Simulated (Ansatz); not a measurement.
# GeCl2 + HBr: a complex and its separated parts

Aim: how far the complex at one end of a reaction step lies below its separated, relaxed parts, level by level.

Program: Ansatz 0.2.0, Gaussian basis. Level of theory: PBE0-D4/def2-TZVP structures, single points in def2-TZVPP, no counterpoise correction. These are calculated values, not measurements.

Levels: SPW92, PBE-D4, BLYP-D4, r2SCAN-D4, B97M-V, PBE0-D4, B3LYP-D4, r2SCAN0-D4, BHLYP-D4, CAM-B3LYP-D4, wB97X-V, wB97M-V, B2PLYP, PBE-QIDH, RPA on PBE, Hartree-Fock, MP2, CCSD, CCSD(T).

Correlated methods freeze the cores. Filled d shells of the heavier atoms are correlated. B3LYP uses VWN-RPA correlation. B2PLYP carries no dispersion term here.

**1. Where the work starts**

The complex: 5 atoms, charge 0, spin multiplicity 1.

Atoms are counted from 1 here; the program's logs count them from 0.

Bond lengths: Ge1–Cl2 2.217 Å, Ge1–Cl3 2.192 Å, H4–Br5 1.426 Å. Angles: Cl2–Ge1–Cl3 99.2°.

Coordinates:

| atom | x (Å) | y (Å) | z (Å) |
| --- | --- | --- | --- |
| Ge1 | 1.2312 | -0.0619 | -0.7522 |
| Cl2 | 1.2748 | -0.0012 | 1.4635 |
| Cl3 | 0.4201 | -2.0791 | -1.0299 |
| H4 | -1.3365 | 0.9167 | 0.8438 |
| Br5 | -1.5895 | 1.2255 | -0.5253 |

Its parts: GeCl2 holds atoms 1, 2, 3; HBr holds atoms 4, 5. Each part counts its atoms afresh in its own runs.

**2. Relaxing GeCl2 alone**

File relax-a/in.yaml:

```yaml
crystal:
  periodic: [false, false, false]
  atoms:
    - {symbol: Ge, position_ang: [1.231161, -0.061872, -0.752230]}
    - {symbol: Cl, position_ang: [1.274784, -0.001179, 1.463502]}
    - {symbol: Cl, position_ang: [0.420135, -2.079081, -1.029895]}
basis:
  gaussian: {orbitals: def2-TZVP}
hamiltonian: {xc: pbe0, dispersion: d4}
relax: {f_tol: 0.005, max_steps: 200}
```

No record of the launch command was kept for these runs.

Further steps of the session: Relaxing HBr alone; wB97M-V/def2-TZVPP; CCSD(T)/def2-TZVPP; Vibrations of GeCl2; Vibrations of HBr.

Q: Predict the outcome of this session. Wanted: complex less parts, CCSD(T)/def2-TZVPP; with zero-point energy; largest T1 diagnostic.

As calculated:

| quantity | value |
| --- | --- |
| complex less parts, CCSD(T)/def2-TZVPP | -3.3 kcal/mol |
| with zero-point energy | -2.5 kcal/mol |
| largest T1 diagnostic | 0.013 |

**Reading.** At CCSD(T) the complex lies 3.3 kcal/mol below its parts. The functionals run from B2PLYP, off by +0.7 kcal/mol, to SPW92, off by -5.3 kcal/mol, against CCSD(T). Mean unsigned error by rung: LDA 5.3, GGA 2.4, meta-GGA 1.4, hybrid 1.9, range-separated hybrid 1.2, double hybrid 0.8 kcal/mol. PBE-D4 gives a relative energy 2.7 kcal/mol too low, outside chemical accuracy (1 kcal/mol). No counterpoise was applied, and triple zeta lacks some correlation, so the CCSD(T) reference has a basis error of its own, and close matches with it are partly luck.
